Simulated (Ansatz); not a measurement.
# Platinum, simple cubic under m-r²SCAN: structure, energy and stiffness

The plan for platinum in the simple cubic structure: relax it, solve it on a dense k-mesh, then scale the cell to 7 volumes from 88 to 112 % of the relaxed one and try a fit of the equation of state. The start is ferromagnetic. The k-meshes are 12×12×12 for the relaxation; 20×20×20 for the dense run; 20×20×20 for the volumes.

This is Pt in the simple cubic structure; at room conditions it is fcc.

Method: DFT m-r2SCAN, plane waves (500 eV) with PAW, scalar-relativistic; PBE-made PAW files; m-r²SCAN is r²SCAN on the gauge-invariant kinetic-energy density, in Ansatz 0.2.0.

### 1 Starting point

It takes space group Pm-3m (No. 221, cubic). The conventional cell has a = 2.536 Å, b = 2.536 Å, c = 2.536 Å, α = 90.00°, β = 90.00°, γ = 90.00°. Pt (site symmetry m-3m) has 6 Pt at 2.54 Å as nearest neighbours.

Structure file:

```
CELL_PARAMETERS angstrom
2.53562 0.00000 0.00000
0.00000 2.53562 0.00000
0.00000 0.00000 2.53562
ATOMIC_POSITIONS crystal
Pt 0.00000 0.00000 0.00000
```

Starting moments (μB): +1.

### 2 Relaxing cell and atoms

File input.yaml:

```yaml
crystal:
  lattice:
    - [2.5356188197, 0.0, 0.0]
    - [0.0, 2.5356188197, 0.0]
    - [0.0, 0.0, 2.5356188197]
  atoms:
    - { symbol: Pt, position: [0.0, 0.0, 0.0], spin: 1.0 }
hamiltonian:
  xc: mr2scan
  pseudopotentials:
    kind: paw
    azcp:
      Pt: "pseudopotentials/Pt.paw.azcp"
basis:
  ecutwfc: 500
  fft_grid_basis: typed
kpoints:
  mp_grid: { grid: [12, 12, 12], shift: [0, 0, 0] }
magnetization:
  spin_polarized: true
scf:
  occupations: { method: fermi_dirac, width: 0.05 }
relax:
  max_steps: 60
  f_tol: 0.01
  cell: {}
```

The runs that follow: The energy on a finer k-mesh; At 88 % of the relaxed volume; At 92 % of the relaxed volume; At 96 % of the relaxed volume; At 100 % of the relaxed volume; At 104 % of the relaxed volume; At 108 % of the relaxed volume; At 112 % of the relaxed volume.

Before running it: what results should come out? Wanted: space group; conventional cell; volume; shortest distance; gap on the mesh; magnetic state; relative to fcc; V₀, B₀, B₀′.

As calculated:

| quantity | value |
| --- | --- |
| space group (spins left aside) | Pm-3m (No. 221) |
| conventional cell | a = 2.603 Å |
| volume | 17.645 Å³/atom |
| shortest distance | 2.603 Å |
| gap on the mesh | none (levels filled in part) |
| magnetic state | non-magnetic |
| relative to fcc | +435 meV/atom |
| V₀, B₀, B₀′ | 17.643 Å³/atom, 205 GPa, 5.4 |

From the guessed start the volume grew by 8.2 % in 5 steps. Against the reference form of platinum (fcc, computed apart with the same settings) it stands 435 meV/atom higher, so it is far from stable. The starting moments do not survive. No gap shows: it is a metal or semimetal at this level. B₀ comes out at 205 GPa. The symmetry was held, so the structure may be unstable against distortions that break it.
